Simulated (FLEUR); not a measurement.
# CoO (Fm-3m) in FLEUR: further runs, part 2 of 2

FLEUR MaX-R8.1 (later development tree). Earlier steps stand in the parts before.

## (3) Single point, PBEsol+U, collinear spin, ferromagnetic start

inp.xml reads:

```xml
<?xml version="1.0" encoding="UTF-8" standalone="no"?>
<fleurInput fleurInputVersion="0.39">
   <comment>
      CoO                                                                                                 
   </comment>
   <calculationSetup>
      <cutoffs Kmax="4.64" Gmax="14.4" GmaxXC="14.4" numbands="0"/>
      <scfLoop itmax="100" minDistance="0.0002" maxIterBroyd="50" imix="Anderson" alpha="0.05" precondParam="0.0" spinf="2.0" sdNocoIR="T"/>
      <coreElectrons ctail="T" frcor="F" kcrel="0" coretail_lmax="0"/>
      <xcFunctional name="PBEs" relativisticCorrections="F"/>
      <magnetism jspins="2"/>
      <soc l_soc="F" theta="0.0" phi="0.0" spav="F"/>
      <expertModes spex="0" secvar="F"/>
      <geometryOptimization l_f="F" forcealpha="1.0" forcemix="BFGS" epsdisp="0.00001" epsforce="0.00001"/>
      <ldaU l_linMix="F" mixParam="0.05" spinf="1.0"/>
   </calculationSetup>
   <cell>
      <bzIntegration valenceElectrons="23.0" mode="gauss" fermiSmearingEnergy="0.00183747">
         <kPointListSelection listName="default-1"/>
         <!-- k-points included here -->
         <xi:include xmlns:xi="http://www.w3.org/2001/XInclude" href="kpts.xml"> </xi:include>
      </bzIntegration>
      <!-- symmetry operations included here -->
      <xi:include xmlns:xi="http://www.w3.org/2001/XInclude" href="sym.xml"> </xi:include>
      <bulkLattice scale="1.0">
         <bravaisMatrix>
            <row-1>    0.0000000000000000     4.0279543715302664     4.0279543715302664</row-1>
            <row-2>    4.0279543715302664     0.0000000000000000     4.0279543715302664</row-2>
            <row-3>    4.0279543715302664     4.0279543715302664     0.0000000000000000</row-3>
         </bravaisMatrix>
      </bulkLattice>
   </cell>
   <atomSpecies>
      <species name="Cobalt (Co3.000" element="Co" atomicNumber="27">
         <mtSphere radius="2.11" gridPoints="697" logIncrement="0.017"/>
         <atomicCutoffs lmax="8" lnonsphr="8"/>
         <electronConfig flipSpins="F">
            <coreConfig>(1s1/2) (2s1/2) (2p1/2) (2p3/2)</coreConfig>
            <valenceConfig>(3s1/2) (3p1/2) (3p3/2) (4s1/2) (3d3/2) (3d5/2)</valenceConfig>
            <stateOccupation state="(3d3/2)" spinUp="2.0" spinDown="0.8"/>
            <stateOccupation state="(3d5/2)" spinUp="3.0" spinDown="1.2"/>
         </electronConfig>
         <energyParameters s="4" p="4" d="3" f="4"/>
         <ldaU l="2" U="8" J="0.7" l_amf="F"/>
         <lo type="SCLO" l="0" n="3" eDeriv="0"/>
         <lo type="SCLO" l="1" n="3" eDeriv="0"/>
         <lo type="SCLO" l="1" n="3" eDeriv="1"/>
         <lo type="SCLO" l="3" n="4" eDeriv="2"/>
      </species>
      <species name="Oxygen (O)" element="O" atomicNumber="8">
         <mtSphere radius="1.62" gridPoints="537" logIncrement="0.02"/>
         <atomicCutoffs lmax="8" lnonsphr="8"/>
         <electronConfig flipSpins="F">
            <coreConfig>(1s1/2)</coreConfig>
            <valenceConfig>(2s1/2) (2p1/2) (2p3/2)</valenceConfig>
            <stateOccupation state="(2p1/2)" spinUp="0.666667" spinDown="0.666667"/>
            <stateOccupation state="(2p3/2)" spinUp="1.333333" spinDown="1.333333"/>
         </electronConfig>
         <energyParameters s="2" p="2" d="3" f="4"/>
         <lo type="SCLO" l="0" n="2" eDeriv="2"/>
         <lo type="SCLO" l="1" n="2" eDeriv="2"/>
         <lo type="SCLO" l="2" n="3" eDeriv="2"/>
      </species>
   </atomSpecies>
   <atomGroups>
      <atomGroup species="Cobalt (Co3.000">
         <relPos label="                   1">.0000000000 .0000000000 .0000000000</relPos>
         <force calculate="T" relaxXYZ="TTT"/>
      </atomGroup>
      <atomGroup species="Oxygen (O)">
         <relPos label="                   2">1.000/2.000 1.000/2.000 1.000/2.000</relPos>
         <force calculate="T" relaxXYZ="TTT"/>
      </atomGroup>
   </atomGroups>
   <output dos="F" band="F" slice="F">
      <checks vchk="F" cdinf="F"/>
      <bandDOS minEnergy="-.5*Htr" maxEnergy="0.5*Htr" sigma="0.015" storeEVData="T"/>
      <vacuumDOS vacdos="F" integ="F" star="F" nstars="0" locx1="0.0" locy1="0.0" locx2="0.0" locy2="0.0" nstm="0" tworkf="0.0"/>
      <unfoldingBand unfoldBand="F" supercellX="1" supercellY="1" supercellZ="1"/>
      <plotting iplot="0" polar="F">
         <plot TwoD="T" vec1="  1.0  0.0  0.0" vec2="  0.0  1.0  0.0" vec3="  0.0  0.0  1.0" zero="  0.0  0.0  0.0" file="plot"/>
      </plotting>
      <chargeDensitySlicing numkpt="0" minEigenval="0.0" maxEigenval="0.0" nnne="0" pallst="F"/>
      <specialOutput eonly="F"/>
      <moessbauerParams electricFieldGradient="T" isomerShift="T" coreHyperfine="T" valenceHyperfine="T"/>
      <magneticCircularDichroism mcd="F" energyLo="-10.0" energyUp="0.0"/>
   </output>
  <!-- We include the file relax.xml here to enable relaxations (see documentation) -->
  <xi:include xmlns:xi="http://www.w3.org/2001/XInclude" href="relax.xml"> <xi:fallback/> </xi:include>
</fleurInput>
```

crystal.txt reads:

```
CoO
&input cartesian=F /
0.0000000000  2.1315016600  2.1315016600
2.1315016600  0.0000000000  2.1315016600
2.1315016600  2.1315016600  0.0000000000
1.8897261246
1.0 1.0 1.0

2
27 0.0000000000  0.0000000000  0.0000000000 : 3.000
8 0.5000000000  0.5000000000  0.5000000000

&kpt div1=8 div2=8 div3=8 gamma=T /
```

Potentials or basis: all-electron, FLAPW.

Started as:

```bash
$ inpgen -f crystal.txt -profile fastHighL
$ # inp.xml edited to the form shown
$ fleur_MPI
```

Log:

```text
Welcome to FLEUR        (www.flapw.de)
      MaX-Release 8.1          (www.max-centre.eu)

 ========== k-point set info ==========
 Selected k-point list: default-1
 k-point list type: mesh
 8 x 8 x 8
 Number of k points: 29

 ------------Calculation Setup---------------------------
 Number of MPI-tasks      :            1
 Number of PE/node        :            1
 Number of OMP-threads    :            1
 Most efficient MPI parallelization for:
           1          29
 Additional eigenvalue parallelization possible
 Number of basis functions:          285
 Approximate size of matrices (H+S) per k-point:         0.001 GB
 --------------------------------------------------------
 no density matrix found ... skipping LDA+U
 Reset of history
 Iteration:     1   Distance:      22.66931244 me/bohr^3
 Iteration:     2   Distance:      26.03810807 me/bohr^3
 Iteration:     3   Distance:      23.54064946 me/bohr^3
 Iteration:     4   Distance:      18.05863036 me/bohr^3
 Iteration:     5   Distance:      29.23668566 me/bohr^3
 Iteration:     6   Distance:       6.30056622 me/bohr^3
 Iteration:     7   Distance:       6.01890952 me/bohr^3
 Iteration:     8   Distance:       1.53806143 me/bohr^3
 Iteration:     9   Distance:       1.06866196 me/bohr^3
 Iteration:    10   Distance:       0.56393769 me/bohr^3
 Iteration:    11   Distance:       0.52839150 me/bohr^3
 Iteration:    12   Distance:       0.27875152 me/bohr^3
 Iteration:    13   Distance:       0.27735810 me/bohr^3
 Iteration:    14   Distance:       0.09929589 me/bohr^3
 Iteration:    15   Distance:       0.10406298 me/bohr^3
 Iteration:    16   Distance:       0.01455429 me/bohr^3
 Iteration:    17   Distance:       0.00724292 me/bohr^3
 Iteration:    18   Distance:       0.00205869 me/bohr^3
 Iteration:    19   Distance:       0.00042655 me/bohr^3
 Iteration:    20   Distance:       0.00021001 me/bohr^3
 Iteration:    21   Distance:       0.00002429 me/bohr^3

 ********************************************************************
 Run finished successfully
 Stop message:
   all done
 ********************************************************************
```

out.xml (last iteration):

```text
<iteration numberForCurrentRun="   21" overallNumber="   21">
         <energyParameters units="Htr">
            <atomicEP atomType="1" spin="1" branch="4s" branchLowest="-3.22" branchHighest="2.23" value="0.1429859580"/>
            <atomicEP atomType="1" spin="1" branch="4p" branchLowest="-1.85" branchHighest="2.88" value="0.2794674124"/>
            <atomicEP atomType="1" spin="1" branch="3d" branchLowest="-9.99" branchHighest="0.36" value="0.1994110273"/>
            <atomicEP atomType="1" spin="1" branch="4f" branchLowest="-9.99" branchHighest="3.99" value="0.5958824976"/>
[... 162 lines left out ...]
            <chargeDensity spin="1" distance="0.0000108091"/>
            <chargeDensity spin="2" distance="0.0000204139"/>
            <overallChargeDensity distance="0.0000218486"/>
            <spinDensity distance="0.0000242851"/>
         </densityConvergence>
      </iteration>
```

Wall time 31 s (1 thread of Arm Neoverse V2, shared host); peak memory 0.09 GiB.

Results:

```
Free energy                                           : -39921.4557 eV
Net moment                                            : 3.00 μB per cell
Site moments                                          : Co +2.77; O +0.21 μB
Valence electrons inside the program's atomic spheres : Co 15.25; O 5.20 (radii Co 2.11, O 1.62 bohr)
```

Eigenvalues of the final occupation matrices:
```csv
site,spin,trace,eigenvalues
atom type 1,1,4.78,0.94 0.94 0.94 0.98 0.98
atom type 1,2,2.05,0.08 0.08 0.63 0.63 0.63
```

Core levels (eV from the Fermi level):
| atom | levels |
| --- | --- |
| 1 Co | 1s1/2 -7575.9, 2s1/2 -890.4, 2p1/2 -771.5, 2p3/2 -756.7 |
| 2 O | 1s1/2 -503.7 |

Caveat: with Gaussian smearing the program prints no entropy term, so the energy of a metal isn't a free energy; a cell with one magnetic atom can't hold antiferromagnetic order, which such compounds often take. The state reached can hang on the start; a lower one may exist.

## (4) Single point, PBEsol+U, collinear spin, antiferromagnetic start (cell doubled along one axis)

Changes to inp.xml since step 3:

```diff
@@ -17,3 +17,3 @@
    <cell>
-      <bzIntegration valenceElectrons="23.0" mode="gauss" fermiSmearingEnergy="0.00183747">
+      <bzIntegration valenceElectrons="46.0" mode="gauss" fermiSmearingEnergy="0.00183747">
          <kPointListSelection listName="default-1"/>
@@ -27,3 +27,3 @@
             <row-1>    0.0000000000000000     4.0279543715302664     4.0279543715302664</row-1>
-            <row-2>    4.0279543715302664     0.0000000000000000     4.0279543715302664</row-2>
+            <row-2>    8.0559087430605327     0.0000000000000000     8.0559087430605327</row-2>
             <row-3>    4.0279543715302664     4.0279543715302664     0.0000000000000000</row-3>
@@ -63,2 +63,18 @@
       </species>
+      <species name="Cobalt (Co-3.000" element="Co" atomicNumber="27">
+         <mtSphere radius="2.11" gridPoints="697" logIncrement="0.017"/>
+         <atomicCutoffs lmax="8" lnonsphr="8"/>
+         <electronConfig flipSpins="F">
+            <coreConfig>(1s1/2) (2s1/2) (2p1/2) (2p3/2)</coreConfig>
+            <valenceConfig>(3s1/2) (3p1/2) (3p3/2) (4s1/2) (3d3/2) (3d5/2)</valenceConfig>
+            <stateOccupation state="(3d3/2)" spinUp="0.8" spinDown="2.0"/>
+            <stateOccupation state="(3d5/2)" spinUp="1.2" spinDown="3.0"/>
+         </electronConfig>
+         <energyParameters s="4" p="4" d="3" f="4"/>
+         <ldaU l="2" U="8" J="0.7" l_amf="F"/>
+         <lo type="SCLO" l="0" n="3" eDeriv="0"/>
+         <lo type="SCLO" l="1" n="3" eDeriv="0"/>
+         <lo type="SCLO" l="1" n="3" eDeriv="1"/>
+         <lo type="SCLO" l="3" n="4" eDeriv="2"/>
+      </species>
    </atomSpecies>
@@ -70,3 +86,8 @@
       <atomGroup species="Oxygen (O)">
-         <relPos label="                   2">1.000/2.000 1.000/2.000 1.000/2.000</relPos>
+         <relPos label="                   2">1.000/2.000 1.000/4.000 1.000/2.000</relPos>
+         <relPos label="                   4">1.000/2.000 -1.000/4.000 1.000/2.000</relPos>
+         <force calculate="T" relaxXYZ="TTT"/>
+      </atomGroup>
+      <atomGroup species="Cobalt (Co-3.000">
+         <relPos label="                   3">.0000000000 1.000/2.000 .0000000000</relPos>
          <force calculate="T" relaxXYZ="TTT"/>
```

crystal.txt reads:

```
CoO
&input cartesian=F /
0.0000000000  2.1315016600  2.1315016600
4.2630033200  0.0000000000  4.2630033200
2.1315016600  2.1315016600  0.0000000000
1.8897261246
1.0 1.0 1.0

4
27 0.0000000000  0.0000000000  0.0000000000 : 3.000
8 0.5000000000  0.2500000000  0.5000000000
27 0.0000000000  0.5000000000  0.0000000000 : -3.000
8 0.5000000000  0.7500000000  0.5000000000

&kpt div1=8 div2=4 div3=8 gamma=T /
```

Started as:

```bash
$ inpgen -f crystal.txt -profile fastHighL
$ # inp.xml edited to the form shown
$ fleur_MPI
```

It took 13 min on 1 thread of Arm Neoverse V2, shared host; peak memory 0.32 GiB.

Results (log left out):

```
Free energy                                           : -79842.8956 eV
Net moment                                            : 0.00 μB per cell
Site moments                                          : Co +2.73, -2.73; O +0.00 μB
Valence electrons inside the program's atomic spheres : Co 15.25; O 5.20 (radii Co 2.11, O 1.62 bohr)
```

Levels at points of the mesh, in eV from the Fermi level:
Spin up:
```
           k point  band 19  band 20  band 21  band 22  band 23  band 24  band 25  band 26  band 27  band 28
(0.00, 0.00, 0.00)    -1.87    -1.87    -1.87    -0.44    -0.44    -0.37     1.97     5.19     5.19     5.86
(0.00, 0.00, 0.50)    -3.15    -1.81    -1.73    -0.70     0.13     0.16     5.43     5.50     5.81     6.95
(0.00, 0.50, 0.00)    -2.75    -0.97    -0.97    -0.52    -0.52    -0.49     4.62     4.81     5.03     5.03
(0.00, 0.50, 0.50)    -3.31    -2.09    -1.46    -0.87     0.08     0.14     5.13     5.24     7.78     8.28
(0.50, 0.00, 0.50)    -3.15    -1.81    -1.73    -0.70     0.13     0.16     5.43     5.50     5.81     6.95
(0.50, 0.50, 0.50)    -3.31    -2.09    -1.46    -0.87     0.08     0.14     5.13     5.24     7.79     8.28
```
Spin down:
| k point | band 19 | band 20 | band 21 | band 22 | band 23 | band 24 | band 25 | band 26 | band 27 | band 28 |
| --- | --- | --- | --- | --- | --- | --- | --- | --- | --- | --- |
| (0.00, 0.00, 0.00) | -1.87 | -1.87 | -1.87 | -0.44 | -0.44 | -0.37 | 1.97 | 5.19 | 5.19 | 5.86 |
| (0.00, 0.00, 0.50) | -3.15 | -1.81 | -1.73 | -0.70 | 0.13 | 0.16 | 5.43 | 5.50 | 5.81 | 6.95 |
| (0.00, 0.50, 0.00) | -2.75 | -0.97 | -0.97 | -0.52 | -0.52 | -0.49 | 4.62 | 4.81 | 5.03 | 5.03 |
| (0.00, 0.50, 0.50) | -3.31 | -2.09 | -1.46 | -0.87 | 0.08 | 0.14 | 5.13 | 5.24 | 7.78 | 8.28 |
| (0.50, 0.00, 0.50) | -3.15 | -1.81 | -1.73 | -0.70 | 0.13 | 0.16 | 5.43 | 5.50 | 5.81 | 6.95 |
| (0.50, 0.50, 0.50) | -3.31 | -2.09 | -1.46 | -0.87 | 0.08 | 0.14 | 5.13 | 5.24 | 7.79 | 8.28 |

Eigenvalues of the final occupation matrices:
```csv
site,spin,trace,eigenvalues
atom type 1,1,4.78,0.94 0.94 0.94 0.97 0.97
atom type 3,1,2.05,0.08 0.08 0.62 0.62 0.66
atom type 1,2,2.05,0.08 0.08 0.62 0.62 0.66
atom type 3,2,4.78,0.94 0.94 0.94 0.97 0.97
```

Core levels (eV from the Fermi level):
| atom | levels |
| --- | --- |
| 1 Co | 1s1/2 -7575.9, 2s1/2 -890.3, 2p1/2 -771.4, 2p3/2 -756.6 |
| 2 O | 1s1/2 -503.6 |
| 3 Co | 1s1/2 -7575.9, 2s1/2 -888.7, 2p1/2 -770.2, 2p3/2 -755.4 |
| 4 O | 1s1/2 -503.6 |

Caveat: with Gaussian smearing the program prints no entropy term, so the energy of a metal isn't a free energy. The state reached can hang on the start; a lower one may exist.

## (5) The runs side by side

| spin | cell | k mesh | density convergence | cell doubled along axis (0 to 2) | moment (μB) |
| --- | --- | --- | --- | --- | --- |
| collinear, ferromagnetic start | as given | 8 × 8 × 8 | 0.001 me/bohr^3 | - | 3.00 |
| collinear, ferromagnetic start | as given | 8 × 8 × 8 | 0.0002 me/bohr^3 | - | 3.00 |
| collinear, antiferromagnetic start | cell doubled along one axis | 8 × 4 × 8 | 0.0002 me/bohr^3 | 1 | 0.00 |

Alike in all rows: task single point; level PBEsol+U; potentials or basis all-electron, FLAPW; Co d U = 8 eV, J = 0.7 eV; smearing gaussian 0.05 eV; kmax 4.64 1/bohr.

Caveats: a cell with one magnetic atom can't hold antiferromagnetic order, which such compounds often take (some runs); with Gaussian smearing the program prints no entropy term, so the energy of a metal isn't a free energy (some runs); the magnetic or orbital state may not be the lowest (some runs).

Compare energies only between runs with the same functional and basis.
